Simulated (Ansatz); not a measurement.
Molecular dynamics of Li

Input file:

```yaml
crystal:
  lattice:
    - [7.094447, 0.0, 0.0]
    - [0.0, 7.094447, 0.0]
    - [0.0, 0.0, 7.094447]
  atoms:
    - { symbol: Li, position: [0.0, 0.0, 0.0] }
    - { symbol: Li, position: [0.5, 0.0, 0.0] }
    - { symbol: Li, position: [0.0, 0.5, 0.0] }
    - { symbol: Li, position: [0.0, 0.0, 0.5] }
    - { symbol: Li, position: [0.25, 0.25, 0.25] }
    - { symbol: Li, position: [0.5, 0.5, 0.0] }
    - { symbol: Li, position: [0.5, 0.0, 0.5] }
    - { symbol: Li, position: [0.75, 0.25, 0.25] }
    - { symbol: Li, position: [0.0, 0.5, 0.5] }
    - { symbol: Li, position: [0.25, 0.75, 0.25] }
    - { symbol: Li, position: [0.25, 0.25, 0.75] }
    - { symbol: Li, position: [0.5, 0.5, 0.5] }
    - { symbol: Li, position: [0.75, 0.75, 0.25] }
    - { symbol: Li, position: [0.75, 0.25, 0.75] }
    - { symbol: Li, position: [0.25, 0.75, 0.75] }
    - { symbol: Li, position: [0.75, 0.75, 0.75] }
basis:
  ecutwfc: 420.0
kpoints:
  mp_grid: { grid: [3, 3, 3] }
hamiltonian:
  xc: pbe
scf:
  occupations: { method: fermi_dirac, width: 0.11 }
  lower_state_search: "off"
md:
  timestep: 1
  n_steps: 100
  ensemble: nvt_langevin
  temperature: 1300.0
  initial_velocities: maxwell_boltzmann
  seed: 312588
  friction: 0.02
```

Launched with:

```bash
$ ansatz run input.yaml --threads 1 --pin off --max-ram 3072MiB --backend cpu --events-out ev --progress --plain --runs-dir out
```

It starts from a structure without forces on its atoms.

Output, in part (one step line in 2):

```
md step     0: t =     0.00 fs  T =  1218.8 K  F+E_penalty+E_count = -3275.08423355 eV  E_kin = 2.520570 eV  (6 SCF iters)
md step     2: t =     2.00 fs  T =  1249.6 K  F+E_penalty+E_count = -3275.06692102 eV  E_kin = 2.584276 eV  (5 SCF iters)
md step     4: t =     4.00 fs  T =  1193.5 K  F+E_penalty+E_count = -3275.01548083 eV  E_kin = 2.468315 eV  (5 SCF iters)
md step     6: t =     6.00 fs  T =  1113.5 K  F+E_penalty+E_count = -3274.93229874 eV  E_kin = 2.302999 eV  (5 SCF iters)
md step     8: t =     8.00 fs  T =  1117.9 K  F+E_penalty+E_count = -3274.82292747 eV  E_kin = 2.311986 eV  (5 SCF iters)
md step    10: t =    10.00 fs  T =   975.9 K  F+E_penalty+E_count = -3274.68981225 eV  E_kin = 2.018382 eV  (5 SCF iters)
md step    12: t =    12.00 fs  T =   979.9 K  F+E_penalty+E_count = -3274.53441122 eV  E_kin = 2.026514 eV  (5 SCF iters)
md step    14: t =    14.00 fs  T =   934.4 K  F+E_penalty+E_count = -3274.37282715 eV  E_kin = 1.932572 eV  (5 SCF iters)
md step    16: t =    16.00 fs  T =   856.0 K  F+E_penalty+E_count = -3274.20650019 eV  E_kin = 1.770417 eV  (5 SCF iters)
md step    18: t =    18.00 fs  T =   890.0 K  F+E_penalty+E_count = -3274.03349718 eV  E_kin = 1.840622 eV  (5 SCF iters)
md step    20: t =    20.00 fs  T =   904.6 K  F+E_penalty+E_count = -3273.87440670 eV  E_kin = 1.870803 eV  (6 SCF iters)
md step    22: t =    22.00 fs  T =   979.1 K  F+E_penalty+E_count = -3273.70882802 eV  E_kin = 2.024973 eV  (5 SCF iters)
md step    24: t =    24.00 fs  T =   887.1 K  F+E_penalty+E_count = -3273.54763792 eV  E_kin = 1.834760 eV  (4 SCF iters)
md step    26: t =    26.00 fs  T =   838.2 K  F+E_penalty+E_count = -3273.39882761 eV  E_kin = 1.733632 eV  (5 SCF iters)
md step    28: t =    28.00 fs  T =   886.1 K  F+E_penalty+E_count = -3273.27209335 eV  E_kin = 1.832623 eV  (5 SCF iters)
md step    30: t =    30.00 fs  T =   859.4 K  F+E_penalty+E_count = -3273.17377595 eV  E_kin = 1.777404 eV  (6 SCF iters)
md step    32: t =    32.00 fs  T =   828.0 K  F+E_penalty+E_count = -3273.08362698 eV  E_kin = 1.712406 eV  (5 SCF iters)
md step    34: t =    34.00 fs  T =   783.6 K  F+E_penalty+E_count = -3272.99069088 eV  E_kin = 1.620551 eV  (5 SCF iters)
md step    36: t =    36.00 fs  T =   827.0 K  F+E_penalty+E_count = -3272.91714591 eV  E_kin = 1.710371 eV  (5 SCF iters)
md step    38: t =    38.00 fs  T =   906.1 K  F+E_penalty+E_count = -3272.88186141 eV  E_kin = 1.873871 eV  (5 SCF iters)
md step    40: t =    40.00 fs  T =   996.7 K  F+E_penalty+E_count = -3272.87166005 eV  E_kin = 2.061304 eV  (6 SCF iters)
md step    42: t =    42.00 fs  T =   877.0 K  F+E_penalty+E_count = -3272.86856370 eV  E_kin = 1.813690 eV  (5 SCF iters)
md step    44: t =    44.00 fs  T =   910.6 K  F+E_penalty+E_count = -3272.85834810 eV  E_kin = 1.883275 eV  (5 SCF iters)
md step    46: t =    46.00 fs  T =   992.4 K  F+E_penalty+E_count = -3272.83396561 eV  E_kin = 2.052425 eV  (5 SCF iters)
md step    48: t =    48.00 fs  T =  1016.1 K  F+E_penalty+E_count = -3272.80750307 eV  E_kin = 2.101521 eV  (5 SCF iters)
md step    50: t =    50.00 fs  T =   955.5 K  F+E_penalty+E_count = -3272.77920201 eV  E_kin = 1.976038 eV  (6 SCF iters)
md step    52: t =    52.00 fs  T =  1119.8 K  F+E_penalty+E_count = -3272.74219057 eV  E_kin = 2.315980 eV  (5 SCF iters)
md step    54: t =    54.00 fs  T =  1353.0 K  F+E_penalty+E_count = -3272.70572681 eV  E_kin = 2.798235 eV  (5 SCF iters)
md step    56: t =    56.00 fs  T =  1376.6 K  F+E_penalty+E_count = -3272.65832533 eV  E_kin = 2.847046 eV  (4 SCF iters)
md step    58: t =    58.00 fs  T =  1315.1 K  F+E_penalty+E_count = -3272.58570804 eV  E_kin = 2.719919 eV  (5 SCF iters)
md step    60: t =    60.00 fs  T =  1219.8 K  F+E_penalty+E_count = -3272.50253770 eV  E_kin = 2.522811 eV  (6 SCF iters)
md step    62: t =    62.00 fs  T =  1325.3 K  F+E_penalty+E_count = -3272.41832949 eV  E_kin = 2.740834 eV  (5 SCF iters)
md step    64: t =    64.00 fs  T =  1252.1 K  F+E_penalty+E_count = -3272.32967590 eV  E_kin = 2.589553 eV  (5 SCF iters)
md step    66: t =    66.00 fs  T =  1309.6 K  F+E_penalty+E_count = -3272.24430682 eV  E_kin = 2.708504 eV  (5 SCF iters)
md step    68: t =    68.00 fs  T =  1109.0 K  F+E_penalty+E_count = -3272.17962852 eV  E_kin = 2.293629 eV  (5 SCF iters)
md step    70: t =    70.00 fs  T =  1108.9 K  F+E_penalty+E_count = -3272.16487428 eV  E_kin = 2.293281 eV  (6 SCF iters)
md step    72: t =    72.00 fs  T =   989.7 K  F+E_penalty+E_count = -3272.16437499 eV  E_kin = 2.046916 eV  (5 SCF iters)
md step    74: t =    74.00 fs  T =  1023.0 K  F+E_penalty+E_count = -3272.18564310 eV  E_kin = 2.115756 eV  (5 SCF iters)
md step    76: t =    76.00 fs  T =  1066.1 K  F+E_penalty+E_count = -3272.21432460 eV  E_kin = 2.204833 eV  (5 SCF iters)
md step    78: t =    78.00 fs  T =  1122.3 K  F+E_penalty+E_count = -3272.25875822 eV  E_kin = 2.321094 eV  (5 SCF iters)
md step    80: t =    80.00 fs  T =  1252.8 K  F+E_penalty+E_count = -3272.31126160 eV  E_kin = 2.591093 eV  (6 SCF iters)
md step    82: t =    82.00 fs  T =  1149.9 K  F+E_penalty+E_count = -3272.37913862 eV  E_kin = 2.378221 eV  (5 SCF iters)
md step    84: t =    84.00 fs  T =  1225.1 K  F+E_penalty+E_count = -3272.44850605 eV  E_kin = 2.533726 eV  (5 SCF iters)
md step    86: t =    86.00 fs  T =  1343.8 K  F+E_penalty+E_count = -3272.51926524 eV  E_kin = 2.779244 eV  (5 SCF iters)
md step    88: t =    88.00 fs  T =  1514.4 K  F+E_penalty+E_count = -3272.59055752 eV  E_kin = 3.131938 eV  (5 SCF iters)
md step    90: t =    90.00 fs  T =  1561.9 K  F+E_penalty+E_count = -3272.66955958 eV  E_kin = 3.230299 eV  (6 SCF iters)
md step    92: t =    92.00 fs  T =  1404.9 K  F+E_penalty+E_count = -3272.73718633 eV  E_kin = 2.905538 eV  (5 SCF iters)
md step    94: t =    94.00 fs  T =  1352.3 K  F+E_penalty+E_count = -3272.79611546 eV  E_kin = 2.796703 eV  (5 SCF iters)
md step    96: t =    96.00 fs  T =  1387.2 K  F+E_penalty+E_count = -3272.83817825 eV  E_kin = 2.868994 eV  (5 SCF iters)
md step    98: t =    98.00 fs  T =  1338.6 K  F+E_penalty+E_count = -3272.85943075 eV  E_kin = 2.768408 eV  (5 SCF iters)
md step   100: t =   100.00 fs  T =  1510.0 K  F+E_penalty+E_count = -3272.89210723 eV  E_kin = 3.122901 eV  (6 SCF iters)
```

All steps were run. A run of 0.1 ps of so small a system gives no equilibrium averages. Limits of this set-up: coarse k mesh.

Mean squared displacements from the first frame to the last, about the centre of mass: Li 0.47 Å².

Last frame:

```xyz
16
Lattice="7.0944 0.0000 0.0000 0.0000 7.0944 0.0000 0.0000 0.0000 7.0944" Properties=species:S:1:pos:R:3
Li 0.003 -0.324 -0.223
Li 3.241 -0.740 -0.662
Li -0.469 3.380 0.259
Li 0.159 0.243 3.764
Li 1.414 1.339 0.783
Li 3.585 3.799 -0.141
Li 3.156 -0.662 2.969
Li 3.908 1.895 1.067
Li 0.400 2.715 2.914
Li 1.692 4.759 1.353
Li 2.238 2.098 5.249
Li 3.924 3.485 3.282
Li 5.851 5.391 1.755
Li 5.204 1.806 5.022
Li 1.270 4.959 5.156
Li 5.173 5.213 4.486
```

The run took 18 min on 1 thread of Arm Neoverse V1 (shared host), peak memory 0.57 GiB.
